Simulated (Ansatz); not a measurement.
**AlBrClF2H (built from SMILES Cl.[F][Al]([F])[Br]): a reaction path by the nudged elastic band**

What path joins these two structures, and how high does it climb? Both ends were relaxed at PBE0-D4 in triple zeta. A second band with other settings follows.

Method: PBE0-D4/def2-SVP; program: Ansatz 0.2.0, Gaussian basis.

22 further runs of the same task are left out: 22 set aside as unsound or not needed.

**1. Where the work starts**

The first end: 6 atoms, charge 0, spin multiplicity 1.

Atoms are counted from 1 here; the program's logs count them from 0.

Bond lengths: Al1–Br2 2.258 Å, Al1–F3 1.640 Å, Al1–F4 1.640 Å, Al1–Cl6 2.493 Å, H5–Cl6 1.290 Å. Angles: Br2–Al1–F3 118.2°, Br2–Al1–F4 118.2°, Br2–Al1–Cl6 96.7°, F3–Al1–F4 118.4°, F3–Al1–Cl6 98.0°, F4–Al1–Cl6 98.0°, Al1–Cl6–H5 90.2°.

Geometry (Å):

```xyz
6
AlBrClF2H
Al   -0.38421   -0.46965   -0.49052
Br    1.59395   -1.45125   -0.02004
F    -0.55212    0.28388   -1.93771
F    -1.73026   -1.04040    0.25293
H     1.11585    1.11924    1.27675
Cl   -0.04330    1.55818    0.91869
```

The second end:

```csv
atom,x (Å),y (Å),z (Å)
Al1,-0.75052,0.07953,-0.35554
Br2,1.59347,-1.02167,0.23938
F3,-0.52371,0.18663,-1.97760
F4,-1.69951,-1.13501,0.20867
H5,1.93027,0.07761,1.08508
Cl6,-0.55010,1.81291,0.80012
```

**2. The band at PBE0-D4/def2-SVP**

The input, neb/in.yaml:

```yaml
crystal:
  periodic: [false, false, false]
  atoms:
    - {symbol: Al, position_ang: [-0.384213, -0.469646, -0.490520]}
    - {symbol: Br, position_ang: [1.593953, -1.451249, -0.020040]}
    - {symbol: F, position_ang: [-0.552123, 0.283876, -1.937705]}
    - {symbol: F, position_ang: [-1.730264, -1.040399, 0.252933]}
    - {symbol: H, position_ang: [1.115848, 1.119236, 1.276745]}
    - {symbol: Cl, position_ang: [-0.043300, 1.558184, 0.918688]}
basis:
  gaussian: {orbitals: def2-SVP}
hamiltonian: {xc: pbe0, dispersion: d4}
neb:
  images: 5
  climbing: true
  max_iterations: 40
  initial_path: idpp
  final_atoms:
    - {symbol: Al, position_ang: [-0.750519, 0.079528, -0.355537]}
    - {symbol: Br, position_ang: [1.593473, -1.021670, 0.239382]}
    - {symbol: F, position_ang: [-0.523711, 0.186632, -1.977604]}
    - {symbol: F, position_ang: [-1.699506, -1.135014, 0.208668]}
    - {symbol: H, position_ang: [1.930266, 0.077614, 1.085075]}
    - {symbol: Cl, position_ang: [-0.550103, 1.812911, 0.800116]}
```

Launch:

```
> ansatz run in.yaml --threads 4 --pin off --events-out ev --progress --plain --max-ram 9574MiB
```

What it wrote, shortened:

```text
Functional definition: PBE0
  name "PBE0"
  cite "Adamo & Barone, J. Chem. Phys. 110, 6158 (1999) doi:10.1063/1.478522"
  cite "Perdew, Burke & Ernzerhof, Phys. Rev. Lett. 77, 3865 (1996) doi:10.1103/PhysRevLett.77.3865"
  parent pbe
[...]
998 factors; integrals over basis functions are off by at most 3.3e-4 eV
[...]
mean field -94582.93156072 eV, -3475.8586242428 hartree, gradient 6.5e-5 eV, S^2 0.000000; 0 other end points of the search recorded, 0 dependent functions left out
[...]
reference -94582.93158944 eV, -3475.8586252981 hartree; 42, 42 occupied and 59, 59 virtual orbitals, 998 factors
[... from here to the last solve, the lines of the solves are left out (69 solves) ...]
WARN: NEB end point (image 0): max|allowed force component| = 4.703e-1 eV/Å (the criterion of neb.relax_end_points is 1.000e-2). That is over neb.f_tol: it is no minimum, so the barrier can be far off. Relax it first
WARN: NEB end point (image 6): max|allowed force component| = 4.881e-1 eV/Å (the criterion of neb.relax_end_points is 1.000e-2). That is over neb.f_tol: it is no minimum, so the barrier can be far off. Relax it first
NEB iter   1: max|band force component| = 2.002e0 eV/Å  barrier→ = 1.8150 eV  barrier← = 1.7823 eV  Δτ_max = 0.2000 Å  (181 SCF iters)
[...]
NEB iter   6: max|band force component| = 7.618e-2 eV/Å  barrier→ = 0.1948 eV  barrier← = 0.1621 eV  CI = image 3  Δτ_max = 0.0121 Å  (136 SCF iters)
[...]
NEB iter   7: max|band force component| = 3.573e-2 eV/Å  barrier→ = 0.1944 eV  barrier← = 0.1617 eV  CI = image 3  Δτ_max = 0.0000 Å  (832 SCF iters)
Total energy: -94582.87809910 eV, -3475.8566595646 hartree
Atom 0 at    -0.519378    -0.185757    -0.391595 Å, force     0.004782    -0.004392    -0.000071 eV/Å
Atom 1 at     1.675358    -0.971532     0.313742 Å, force    -0.010723     0.019145     0.005806 eV/Å
Atom 2 at    -0.506065     0.216151    -1.994553 Å, force    -0.000936    -0.004201     0.006947 eV/Å
Atom 3 at    -1.710654    -1.137848     0.245251 Å, force     0.005566     0.003104    -0.005132 eV/Å
Atom 4 at     1.141725     0.496166     0.913997 Å, force    -0.011456    -0.012072    -0.013459 eV/Å
Atom 5 at    -0.081084     1.582821     0.913259 Å, force     0.012767    -0.001583     0.005909 eV/Å
Dipole moment:     0.421909     0.096784     0.285414 e Å
```

It took 86 s on 4 threads of Arm Neoverse V2, shared host.

The last band:

```csv
image,path (Å),energy (kcal/mol),Al1–Cl6 (Å),Br2–H5 (Å),Al1–Br2 (Å),H5–Cl6 (Å)
0,0.00,0.0,2.49,2.92,2.26,1.29
1,0.34,0.1,2.47,2.47,2.28,1.31
2,0.69,1.8,2.38,2.05,2.33,1.38
3,1.03,4.5,2.24,1.67,2.44,1.64
4,1.41,2.1,2.15,1.48,2.57,2.09
5,1.79,0.7,2.11,1.44,2.64,2.54
6,2.17,0.8,2.09,1.43,2.66,3.04
```

The highest image, 3:

```xyz
6
charge 0, multiplicity 1
Al   -0.5194   -0.1858   -0.3916
Br    1.6754   -0.9715    0.3137
F    -0.5061    0.2162   -1.9946
F    -1.7107   -1.1378    0.2453
H     1.1417    0.4962    0.9140
Cl   -0.0811    1.5828    0.9133
```

**3. The band at Hartree-Fock/def2-SVP, other settings**

Changes to neb/in.yaml since step 2:

```diff
@@ -11,3 +11,3 @@
   gaussian: {orbitals: def2-SVP}
-hamiltonian: {xc: pbe0, dispersion: d4}
+hamiltonian: {xc: hf}
 neb:
@@ -15,4 +15,5 @@
   climbing: true
-  max_iterations: 40
+  max_iterations: 25
   initial_path: idpp
+  spring: 1.0
   final_atoms:
```

Launch:

```
> ansatz run in.yaml --threads 4 --pin off --events-out ev --progress --plain --max-ram 9574MiB
```

What it wrote, shortened:

```text
Functional definition: HF
  name "HF"
  cite "Fock, Z. Phys. 61, 126 (1930) doi:10.1007/BF01340294"
[... 1 set-up line as earlier in the session ...]
[...]
998 factors; integrals over basis functions are off by at most 3.3e-4 eV
[...]
mean field -94500.64704488 eV, -3472.8347240602 hartree, gradient 2.4e-5 eV, S^2 0.000000; 0 other end points of the search recorded, 0 dependent functions left out
[...]
reference -94500.64704488 eV, -3472.8347240602 hartree; 42, 42 occupied and 59, 59 virtual orbitals, 998 factors
[... from here to the last solve, the lines of the solves are left out (80 solves) ...]
WARN: NEB end point (image 0): max|allowed force component| = 3.439e-1 eV/Å (the criterion of neb.relax_end_points is 1.000e-2). That is over neb.f_tol: it is no minimum, so the barrier can be far off. Relax it first
WARN: NEB end point (image 6): max|allowed force component| = 3.297e-1 eV/Å (the criterion of neb.relax_end_points is 1.000e-2). That is over neb.f_tol: it is no minimum, so the barrier can be far off. Relax it first
[...]
NEB iter   7: max|band force component| = 1.190e-1 eV/Å  barrier→ = 0.8242 eV  barrier← = 0.7944 eV  CI = image 3  Δτ_max = 0.0058 Å  (166 SCF iters)
[...]
NEB iter   9: max|band force component| = 5.275e-2 eV/Å  barrier→ = 0.8230 eV  barrier← = 0.7932 eV  CI = image 3  Δτ_max = 0.0013 Å  (128 SCF iters)
[...]
NEB iter  10: max|band force component| = 2.886e-2 eV/Å  barrier→ = 0.8229 eV  barrier← = 0.7931 eV  CI = image 3  Δτ_max = 0.0000 Å  (953 SCF iters)
Total energy: -94499.82412501 eV, -3472.8044823128 hartree
Atom 0 at    -0.524773    -0.198345    -0.402105 Å, force    -0.023906    -0.017313    -0.023328 eV/Å
Atom 1 at     1.683034    -0.970290     0.318621 Å, force    -0.001481    -0.004645    -0.003604 eV/Å
Atom 2 at    -0.529091     0.207083    -1.989940 Å, force     0.013397     0.006208     0.012631 eV/Å
Atom 3 at    -1.719067    -1.130492     0.222694 Å, force     0.014481     0.007428     0.010611 eV/Å
Atom 4 at     1.149185     0.517262     0.930762 Å, force    -0.002999     0.005883     0.001944 eV/Å
Atom 5 at    -0.059388     1.574783     0.920069 Å, force     0.000508     0.002438     0.001747 eV/Å
Dipole moment:     0.420319     0.133162     0.306550 e Å
```

Run time: 52 s. Hardware: 4 threads of Arm Neoverse V2, shared host.

The last band:

```
image  path (Å)  energy (kcal/mol)  Al1–Cl6 (Å)  Br2–H5 (Å)  Al1–Br2 (Å)  H5–Cl6 (Å)
    0      0.00                0.0         2.49        2.92         2.26        1.29
    1      0.34                2.5         2.51        2.49         2.29        1.29
    2      0.68                9.8         2.39        2.08         2.35        1.35
    3      1.02               19.0         2.26        1.69         2.45        1.61
    4      1.40                9.1         2.16        1.46         2.60        2.07
    5      1.79                2.5         2.11        1.42         2.71        2.54
    6      2.18                0.7         2.09        1.43         2.66        3.04
```

The highest image, 3:

```
Al   -0.5248   -0.1983   -0.4021
Br    1.6830   -0.9703    0.3186
F    -0.5291    0.2071   -1.9899
F    -1.7191   -1.1305    0.2227
H     1.1492    0.5173    0.9308
Cl   -0.0594    1.5748    0.9201
```

**4. Outcome**

```
                                                                       quantity                                                    value
                                                 PBE0-D4/def2-SVP, 7 iterations   highest 4.5 kcal/mol (image 3), last end +0.8 kcal/mol
                                           Hartree-Fock/def2-SVP, 10 iterations  highest 19.0 kcal/mol (image 3), last end +0.7 kcal/mol
from earlier runs: barrier over the separately found saddle, CCSD(T)/def2-TZVPP                                             9.1 kcal/mol
```

In words: The highest image lies 4.5 kcal/mol above the first end, and it climbed, so it estimates the saddle. The ends are not quite minima at this level (largest force component 0.49 eV/Å), so the heights are unreliable: relaxing the first end would lower it and raise the barrier above it. The highest image is 4.6 kcal/mol below the CCSD(T) barrier in triple zeta, which comes from separate runs on the saddle. The second band's highest image lies at 19.0 kcal/mol; the levels differ.
